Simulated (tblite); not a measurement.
# C7H13P: the cost of one run

Programs: tblite 0.8.0 and PySCF 2.14.0, with density-fitted response routines of our own. Each step states its level of theory. These are calculated values for one molecule in the gas phase, unless marked as measured. Atoms count from 0, in the outputs and in this text.

### Step 1. The starting structure

21 atoms, charge 0, multiplicity 1; geometry from: force field or distance geometry start.

Bonds of the start (Å): C0–C1 1.35, C1–C2 1.45, C2–P3 1.86, P3–C4 1.84, C4–C5 1.50, C5–C6 1.53, C5–C7 1.53, C4–C2 1.52, C0–H8 1.08, C0–H9 1.08, C1–H10 1.10, C2–H11 1.08, P3–H12 1.44, C4–H13 1.09, C5–H14 1.10, C6–H15 1.08, C6–H16 1.10, C6–H17 1.10, C7–H18 1.10, C7–H19 1.10, C7–H20 1.09.

### Step 2. Relaxing the molecule with GFN2-xTB

The job: settings as JSON, then the geometry in Å.

```
{"job": {"kind": "relax", "xc": "GFN2-xTB", "basis": "xTB"}, "charge": 0, "multiplicity": 1}
C      3.334300    -0.195300     0.351500
C      2.034000    -0.373100     0.015600
C      1.290600     0.400000    -0.954600
P      0.742500     2.091200    -0.409400
C     -0.212700     0.592800    -0.872500
C     -1.097700    -0.088300     0.135800
C     -1.422900    -1.508000    -0.325900
C     -2.390200     0.695500     0.351300
H      3.919700     0.595900    -0.099300
H      3.808600    -0.830800     1.087700
H      1.517400    -1.203600     0.509500
H      1.702400     0.383200    -1.956200
H      0.794400     1.858100     1.005900
H     -0.720200     0.692500    -1.835800
H     -0.589500    -0.146000     1.111500
H     -1.968900    -1.503000    -1.262000
H     -2.042600    -2.023100     0.422100
H     -0.515400    -2.107900    -0.468600
H     -2.952700     0.799100    -0.585500
H     -3.037500     0.183500     1.076300
H     -2.202500     1.704200     0.733200
```

On the command line:

```console
$ OMP_NUM_THREADS=1 python probes_run.py task.json out
```

This one command runs all jobs of the session in turn.

Q: Estimate the wall time and peak memory of this first job on 1 thread of Arm Neoverse N1, shared host.

About 1.8 s, with a peak of 0.18 GiB.
